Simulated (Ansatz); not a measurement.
**CH₇ClSi₃: up Jacob's ladder to CCSD(T)**

The task here is to estimate one member of a computed series from the others.

Computed with Ansatz 0.2.0, Gaussian basis. Level: functionals in def2-TZVPP, the program's frozen cores in correlated methods.

The runs, in order: PBE-D4, r2SCAN-D4, PBE0-D4, B3LYP-D4, ωB97X-V, ωB97M-V, B2PLYP; CCSD(T)/def2-TZVPP; MP2/def2-QZVPP; extrapolation to the limit.

### The relaxed structure

An earlier PBE0-D4 in a triple-zeta def2 set relaxation fixed the geometry.

SMILES `C[Si@@H]1[SiH2][Si@@H]1Cl`, 12 atoms, charge 0, spin multiplicity 1.

Atoms are counted from 1 here; the program's logs count them from 0.

Bond lengths: C1–Si2 1.873 Å, C1–H6 1.091 Å, C1–H7 1.092 Å, C1–H8 1.092 Å, Si2–Si3 2.347 Å, Si2–Si4 2.325 Å, Si2–H9 1.488 Å, Si3–Si4 2.327 Å, Si3–H10 1.485 Å, Si3–H11 1.486 Å, Si4–Cl5 2.064 Å, Si4–H12 1.484 Å. Angles: Si2–C1–H6 110.1°, Si2–C1–H7 110.3°, Si2–C1–H8 110.6°, H6–C1–H7 108.4°, H6–C1–H8 108.5°, H7–C1–H8 108.8°, C1–Si2–Si3 119.8°, C1–Si2–Si4 121.9°, C1–Si2–H9 114.3°, Si3–Si2–Si4 59.8°, Si3–Si2–H9 116.2°, Si4–Si2–H9 114.3°, Si2–Si3–Si4 59.7°, Si2–Si3–H10 123.3°, Si2–Si3–H11 114.4°, Si4–Si3–H10 122.8°, Si4–Si3–H11 114.3°, H10–Si3–H11 112.7° and more.

The first run:

in.yaml reads:

```yaml
crystal:
  periodic: [false, false, false]
  atoms:
    - {symbol: C, position_ang: [-1.719123, 0.818399, -0.717898]}
    - {symbol: Si, position_ang: [-0.171758, -0.231987, -0.812321]}
    - {symbol: Si, position_ang: [0.532345, -1.440688, 1.071912]}
    - {symbol: Si, position_ang: [1.784195, 0.361335, 0.295774]}
    - {symbol: Cl, position_ang: [1.821802, 2.070885, 1.451267]}
    - {symbol: H, position_ang: [-1.791835, 1.292424, 0.262318]}
    - {symbol: H, position_ang: [-1.692715, 1.602012, -1.477956]}
    - {symbol: H, position_ang: [-2.609410, 0.206058, -0.874480]}
    - {symbol: H, position_ang: [0.045963, -0.884888, -2.131818]}
    - {symbol: H, position_ang: [1.016575, -2.843405, 1.006530]}
    - {symbol: H, position_ang: [-0.244575, -1.159983, 2.307120]}
    - {symbol: H, position_ang: [3.105537, 0.154537, -0.346349]}
basis:
  gaussian: {orbitals: def2-TZVPP}
hamiltonian: {xc: pbe, dispersion: d4}
output: {forces: true, orbitals: {seedname: orbitals}}
```

Run with:

```bash
> ansatz run in.yaml --threads 4 --pin off --events-out ev --progress --plain --max-ram 10444MiB
```

Steps of the session up to this table: PBE-D4 (GGA); r2SCAN-D4 (meta-GGA); PBE0-D4 (hybrid); B3LYP-D4 (hybrid); ωB97X-V (range-separated); ωB97M-V (range-separated); B2PLYP (double hybrid); CCSD(T) in def2-TZVPP; MP2 in def2-QZVPP.

One table of the session follows, with a row left open; its other results are not shown here.

| method | atomisation energy (kJ/mol) |
| --- | --- |
| PBE-D4 | 3859.9 |
| r2SCAN-D4 | 3862.3 |
| PBE0-D4 | 3839.0 |
| B3LYP-D4 | 3818.0 |
| ωB97X-V | 3871.8 |
| ωB97M-V | 3838.4 |
| B2PLYP | ? |
| HF/def2-TZVPP | 2865.6 |
| MP2/def2-TZVPP | 3739.9 |
| CCSD/def2-TZVPP | 3675.5 |
| CCSD(T)/def2-TZVPP | 3728.2 |
| MP2/CBS | 3849.4 |
| CCSD(T)/CBS | 3837.6 |

Q: Estimate the row for B2PLYP from the others.

As computed: atomisation energy (kJ/mol): 3763.6. In the column «atomisation energy (kJ/mol)» it lies between MP2/def2-TZVPP (3739.9) and B3LYP-D4 (3818.0).
